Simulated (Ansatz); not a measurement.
# Ti5Al2C3: the cost of one run

Program: Ansatz 0.2.0. Level of theory: DFT PBEsol, scalar-relativistic, plane waves, PAW. These are calculated values, not measurements.

2 further runs of the same task are left out: 2 set aside as unsound or not needed.

**1. The structure to begin with**

The cell holds 20 atoms (C6Al4Ti10): a = 6.502 Å, b = 6.674 Å, c = 6.906 Å, α = 89.09°, β = 88.53°, γ = 90.50°.

It is the last frame of an earlier stage of the same melt, run at 3020 K.

Its coordinates follow in the input file.

**2. Langevin stage at 1680 K**

One k point, a Fermi-Dirac width of 0.145 eV and a fixed cell.

Input file input.yaml:

```yaml
crystal:
  lattice:
    - [6.501461, -0.02925, 0.085863]
    - [-0.02925, 6.673459, 0.054249]
    - [0.085863, 0.054249, 6.905416]
  atoms:
    - { symbol: Ti, position: [0.4069196025, 0.5271768745, 0.729927646] }
    - { symbol: Ti, position: [0.4055084334, 0.227972105, 0.1597247062] }
    - { symbol: Ti, position: [0.7536687187, 0.6885578994, 0.4623705965] }
    - { symbol: Ti, position: [0.278413925, 0.7356900291, 0.4404176557] }
    - { symbol: Ti, position: [0.954786142, 0.0004029211, 0.289373627] }
    - { symbol: Ti, position: [0.1031484439, 0.6189868759, 0.0759526376] }
    - { symbol: Ti, position: [0.7620471571, 0.3474747308, 0.170610078] }
    - { symbol: Ti, position: [0.8610643815, 0.8367309045, 0.7260212233] }
    - { symbol: Ti, position: [0.6259694002, 0.828698501, 0.0558960113] }
    - { symbol: Ti, position: [0.9507697553, 0.3148157809, 0.7758754227] }
    - { symbol: Al, position: [0.0801012438, 0.4009771224, 0.4045722708] }
    - { symbol: Al, position: [0.1720372085, 0.021245364, 0.9358941229] }
    - { symbol: Al, position: [0.215924853, 0.1011376509, 0.5940596674] }
    - { symbol: Al, position: [0.6215963013, 0.1280823146, 0.4723354231] }
    - { symbol: C, position: [0.7735976193, 0.0889920648, 0.9449077823] }
    - { symbol: C, position: [0.0599876132, 0.3060460777, 0.1211801402] }
    - { symbol: C, position: [0.6613169603, 0.5451069701, 0.8588619617] }
    - { symbol: C, position: [0.3592065674, 0.9522223571, 0.1115860023] }
    - { symbol: C, position: [0.3942408882, 0.9762265208, 0.3363971713] }
    - { symbol: C, position: [0.4505040911, 0.4039829631, 0.4302931282] }
  symmetry: { detect: false }
basis:
  ecutwfc: 420
  xc_grid: 1
kpoints:
  mp_grid: { grid: [1, 1, 1], shift: [0.25, 0.25, 0.25] }
hamiltonian:
  xc: pbesol
scf:
  occupations: { method: fermi_dirac, width: 0.1448 }
  lower_state_search: "off"
  convergence: { dr2_threshold: 1.0e-05 }
output:
  forces: true
  stress: true
md:
  timestep: 2.0
  n_steps: 94
  ensemble: nvt_langevin
  friction: 0.015
  temperature: 1680.0
  initial_velocities: maxwell_boltzmann
  seed: 12983
```

Run with:

```sh
ansatz run input.yaml --threads 2 --pin off --max-ram 5120MiB --backend cpu --events-out ev --progress --plain --runs-dir out
```

Q: Estimate wall time and peak memory on 2 threads of AMD EPYC (Zen 3), shared host.

About 6.3 min, with a peak of 0.52 GiB.
